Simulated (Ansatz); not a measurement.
Debugging an equation of state with a fit of Sr3Zn, space group Pm-3m (Ansatz 0.2.0, Python API).

`eos.py`
```python
import ansatz
import numpy as np
from pymatgen.analysis.eos import EOS

vectors0 = np.array([
    [5.47994, 0.0, 0.0],
    [0.0, 5.47994, 0.0],
    [0.0, 0.0, 5.47994],
])
sites = [
    ("Sr", (0.5, 0.0, 0.5)),
    ("Sr", (0.5, 0.5, 0.0)),
    ("Sr", (0.0, 0.5, 0.5)),
    ("Zn", (0.0, 0.0, 0.0)),
]


def on_lattice(cell):
    crystal = ansatz.Crystal(lattice=ansatz.Lattice.of(cell))
    for symbol, position in sites:
        crystal = crystal.atom(symbol, position)
    return crystal


def main() -> None:
    volumes, energies = [], []
    for scale in np.linspace(0.94, 1.06, 7):
        cell = vectors0 * scale ** (1 / 3)
        base = (
            on_lattice(cell).calculation()
            .functional("pbe")
            .basis(420)
            .occupations("fermi_dirac", width=0.05)
            .kpoints(4, 4, 4)
        )
        r = base.run(threads=1, backend="cpu").report
        volumes.append(abs(np.linalg.det(cell)) / len(sites))
        energies.append(r["energy_ev"] / len(sites))
        print(f"V = {volumes[-1]:8.4f} A^3/atom  F = {energies[-1]:.5f} eV/atom")

    for form in ["vinet", "birch_murnaghan"]:
        fit = EOS(eos_name=form).fit(volumes, energies)
        print(f"{form:18s} V0 {fit.v0:8.4f} A^3/atom  B0 {fit.b0_GPa:7.1f} GPa  B1 {fit.b1:5.2f}")


if __name__ == "__main__":
    main()
```

```console
$ python eos.py
Traceback (most recent call last):
  File "eos.py", line 47, in <module>
    main()
    ~~~~^^
  File "eos.py", line 38, in main
    energies.append(r["energy_ev"] / len(sites))
                    ~^^^^^^^^^^^^^
KeyError: 'energy_ev'
$ echo $?
1
```

Why does it end like this?

The fault: the report has no such key (the free energy stands under free_energy_ev). The change:

```diff
--- before
+++ after
@@ -37,3 +37,3 @@
         volumes.append(abs(np.linalg.det(cell)) / len(sites))
-        energies.append(r["energy_ev"] / len(sites))
+        energies.append(r["free_energy_ev"] / len(sites))
         print(f"V = {volumes[-1]:8.4f} A^3/atom  F = {energies[-1]:.5f} eV/atom")
```

The mended script runs so:

Output of `python eos.py`:
```text
V =  38.6719 A^3/atom  F = -3487.84557 eV/atom
V =  39.4947 A^3/atom  F = -3487.84950 eV/atom
V =  40.3175 A^3/atom  F = -3487.85167 eV/atom
V =  41.1403 A^3/atom  F = -3487.85224 eV/atom
V =  41.9631 A^3/atom  F = -3487.85134 eV/atom
V =  42.7859 A^3/atom  F = -3487.84911 eV/atom
V =  43.6087 A^3/atom  F = -3487.84568 eV/atom
vinet              V0  41.0349 A^3/atom  B0    14.4 GPa  B1  3.67
birch_murnaghan    V0  41.0349 A^3/atom  B0    14.4 GPa  B1  3.67
```

Reading the output:
- Absolute energies stand on the zero of these potentials, so only differences at equal settings mean something.
- For a metal this k-point mesh is coarse: on a finer one energies can move by several to tens of meV an atom and pressures by half a GPa or more, differences at one mesh by less.
- This cell is a computed structure, which may not be the phase found in nature.
- Run time: 18 s on 1 thread of Arm Neoverse V1, on a shared host, peak memory 0.51 GiB.
